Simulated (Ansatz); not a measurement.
# CsH (rocksalt type): how the settings move a single-point run

How sensitive is a single-point run of CsH (rocksalt type) to its settings? A reference run comes first, then one run with altered input.

Computed with Ansatz 0.2.0 (reference: DFT, LDA, all-electron PAW with datasets made for the crystal, scalar-relativistic, unless a step's input says otherwise).

## Step 1: The structure to begin with

Symmetry: Fm-3m, No. 225, cubic system. The conventional cell has a = 4.601 Å, b = 4.601 Å, c = 4.601 Å, α = 90.00°, β = 90.00°, γ = 90.00°. Cs (site symmetry m-3m) has 6 H at 2.30 Å in its first shell of neighbours. H (site symmetry m-3m) is surrounded by 6 Cs at 2.30 Å.

Structure file:

```
Cs H
1.0
     0.00000    2.30054    2.30054
     2.30054    0.00000    2.30054
     2.30054    2.30054    0.00000
Cs H
1 1
Direct
  0.00000 0.00000 0.00000
  0.50000 0.50000 0.50000
```

## Step 2: The reference run

File input.yaml:

```yaml
crystal:
  lattice:
    - [0.0, 2.30053756, 2.30053756]
    - [2.30053756, 0.0, 2.30053756]
    - [2.30053756, 2.30053756, 0.0]
  atoms:
    - { symbol: Cs, position: [0.0, 0.0, 0.0] }
    - { symbol: H, position: [0.5, 0.5, 0.5] }
kpoints:
  mp_grid: { grid: [12, 12, 12] }
scf:
  occupations: { method: fermi_dirac, width: 0.05 }
hamiltonian:
  xc: lda
  pseudopotentials: { kind: all_electron, datasets: crystal }
output:
  forces: true
  stress: true
  eigenvalues: true
```

Started as:

```bash
ansatz run input.yaml --threads 1 --pin off --max-ram 2048MiB --backend cpu --events-out ev --progress --plain --runs-dir out
```

## Step 3: Variant: dispersion d4

Edit input.yaml of step 2 so:

```diff
@@ -15,2 +15,3 @@
   pseudopotentials: { kind: all_electron, datasets: crystal }
+  dispersion: d4
 output:
```

What does the calculation give? Wanted: for each run, ending; energy change; pressure; gap; force.

The runs gave:

| run | ending | energy change | pressure (GPa) | gap (eV) | force (eV/Å) | cycles | time |
| --- | --- | --- | --- | --- | --- | --- | --- |
| reference | converged | 0 | 51.1 | 0.00 | 0.00 | 8 | 7.5 s |
| 1: dispersion d4 | converged | -591.6 meV/atom (offset of the dispersion model) | 38.9 | 0.00 | 0.00 | 8 | 7.6 s |

Residual by cycle in the longest SCF loop of each run; runs are numbered as in the table. The quantity is the density residual dr2, in eV.

| cycle | reference | run 1 |
| --- | --- | --- |
| 1 | 2.55 | 2.55 |
| 2 | 0.118 | 0.118 |
| 3 | 0.00174 | 0.00174 |
| 4 | 3.7e-4 | 3.7e-4 |
| 5 | 5.8e-7 | 5.8e-7 |
| 6 | 5.0e-7 | 5.0e-7 |
| 7 | 3.1e-8 | 3.1e-8 |
| 8 | 4.6e-9 | 4.6e-9 |

What this shows: The energy moves by -591.6 meV/atom, nearly all of it the dispersion term itself (-591.6 meV/atom); that offset belongs to the model and is no gain or loss of stability; the pressure goes from 51.1 to 38.9 GPa. The damping parameters are borrowed, as the log notes. The structure is not at rest: the sound run finds 51 GPa, so these are no properties of the relaxed crystal. 
